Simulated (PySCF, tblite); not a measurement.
# C7H12OSi: geometry, infrared bands, NMR shifts and electronic excitations

Aim: predict the infrared bands, NMR shifts and electronic excitations of C7H12OSi (`CC(C)OC1=CC=C[SiH2]1`).

Computed with tblite 0.8.0 and PySCF 2.14.0, with density-fitted response routines of our own, on a single molecule in the gas phase. Atoms are numbered from 0 throughout.

## Step 1: The starting structure

21 atoms, charge 0, multiplicity 1; geometry from: force field or distance geometry start.

Bonds of the start (Å): C0–C1 1.52, C1–C2 1.53, C1–O3 1.39, O3–C4 1.39, C4–C5 1.30, C5–C6 1.42, C6–C7 1.31, C7–Si8 1.85, Si8–C4 1.87, C0–H9 1.11, C0–H10 1.12, C0–H11 1.11, C1–H12 1.11, C2–H13 1.11, C2–H14 1.11, C2–H15 1.10, C5–H16 1.11, C6–H17 1.12, C7–H18 1.06, Si8–H19 1.45, Si8–H20 1.46.

## Step 2: Relaxing the molecule with GFN2-xTB

Job settings and geometry (Å):

```
{"job": {"kind": "relax", "xc": "GFN2-xTB", "basis": "xTB"}, "charge": 0, "multiplicity": 1}
C     -2.952600    -0.630200    -0.237100
C     -1.613000    -0.276700     0.381600
C     -1.501000     1.240200     0.528500
O     -0.620400    -0.658600    -0.518700
C      0.729800    -0.499300    -0.253200
C      1.591500    -1.427000     0.060000
C      2.940400    -1.039200     0.273000
C      3.256800     0.230500     0.144900
Si     1.695800     1.099800    -0.315300
H     -3.610100     0.254900    -0.089300
H     -3.341500    -1.533600     0.296900
H     -2.802200    -0.897000    -1.304200
H     -1.584200    -0.783900     1.372100
H     -2.515900     1.682800     0.652800
H     -1.059900     1.670100    -0.396100
H     -0.897500     1.459100     1.418400
H      1.253300    -2.482300     0.162300
H      3.737500    -1.779100     0.555300
H      4.204200     0.687800     0.269300
H      1.720900     1.701100    -1.632400
H      1.359100     1.997600     0.785400
```

Command:

```bash
OMP_NUM_THREADS=1 python probes_run.py task.json out
```

The driver reads the jobs from task.json and runs them one after another.

**Question.** This job is followed by: GFN2-xTB harmonic vibrations, gas phase; PBE0-D3(BJ)/def2-SVP geometry optimisation, gas phase; GIAO PBE0/pcSseg-1 NMR shielding, non-relativistic, gas phase; TDDFT CAM-B3LYP/def2-SVPD, vertical, gas phase, core orbitals frozen in the response; GIAO PBE/pcSseg-1 NMR shielding, non-relativistic, gas phase. What will the session give for the following? strongest single infrared mode (GFN2-xTB); zero-point energy (GFN2-xTB); point group; rotational constants (main isotopes); ¹³C shifts against TMS (PBE0/pcSseg-1, means over atoms taken as alike); ¹H shifts against TMS (PBE0/pcSseg-1, means over atoms taken as alike); ¹⁷O shifts against H2O (PBE0/pcSseg-1); ²⁹Si shifts against TMS (PBE0/pcSseg-1); lowest singlet (CAM-B3LYP/def2-SVPD); lowest triplet; vertical ionisation energy (ΔSCF); vertical electron affinity (ΔSCF); range of the shift of O3.

The runs gave:

```
                                                               quantity                                             value
                              strongest single infrared mode (GFN2-xTB)                             2233 cm⁻¹, 478 km/mol
                                           zero-point energy (GFN2-xTB)                                    104.6 kcal/mol
                                                            point group                                                C1
                                   rotational constants (main isotopes)                              2.99, 0.81, 0.73 GHz
¹³C shifts against TMS (PBE0/pcSseg-1, means over atoms taken as alike)        177.1, 161.1, 123.6, 111.0, 79.8, 23.8 ppm
 ¹H shifts against TMS (PBE0/pcSseg-1, means over atoms taken as alike)            7.10, 6.13, 5.37, 4.64, 3.47, 1.25 ppm
                                 ¹⁷O shifts against H2O (PBE0/pcSseg-1)                                         178.9 ppm
                                ²⁹Si shifts against TMS (PBE0/pcSseg-1)                                         -61.3 ppm
                                   lowest singlet (CAM-B3LYP/def2-SVPD)                       3.89 eV (319 nm), f = 0.098
                                                         lowest triplet                                           2.37 eV
                                      vertical ionisation energy (ΔSCF)                                           7.67 eV
                                      vertical electron affinity (ΔSCF)  -0.47 eV (unbound: the value hangs on the basis)
                                               range of the shift of O3                                178.9 to 204.1 ppm
```

Over 161 steps the energy fell by 1.019 eV; of the close pairs, C4–C5 changed most, 1.304 to 1.349 Å (GFN2-xTB). All 57 modes are real, so the xTB geometry is a minimum. The strongest single mode, at 2233 cm⁻¹, moves mainly H20 and H19. GFN2-xTB is a fitted tight-binding method: band positions and strengths are rough. Its intensities can rank the bands wrongly. The optimisation took 6 steps and gained 0.237 eV; among the close pairs (by a distance rule), Si8–H20 changed most, from 1.442 to 1.496 Å (PBE0/def2-SVP). At PBE0/pcSseg-1: The largest span, 242 ppm, is at C6, where the paramagnetic term is -230 ppm. The lowest singlet, at 3.89 eV, is HOMO→LUMO 0.98 and is bright. The lowest triplet lies 1.52 eV below the lowest singlet (triplets in Tamm-Dancoff, singlets in full TDDFT). The orbital energy would give 7.09 eV for ionisation, ΔSCF gives 7.67 eV. In ppm, O3 moves most: its shift spreads over 25.2 ppm, from 178.9 (PBE0/pcSseg-1) to 204.1 (PBE/pcSseg-1).
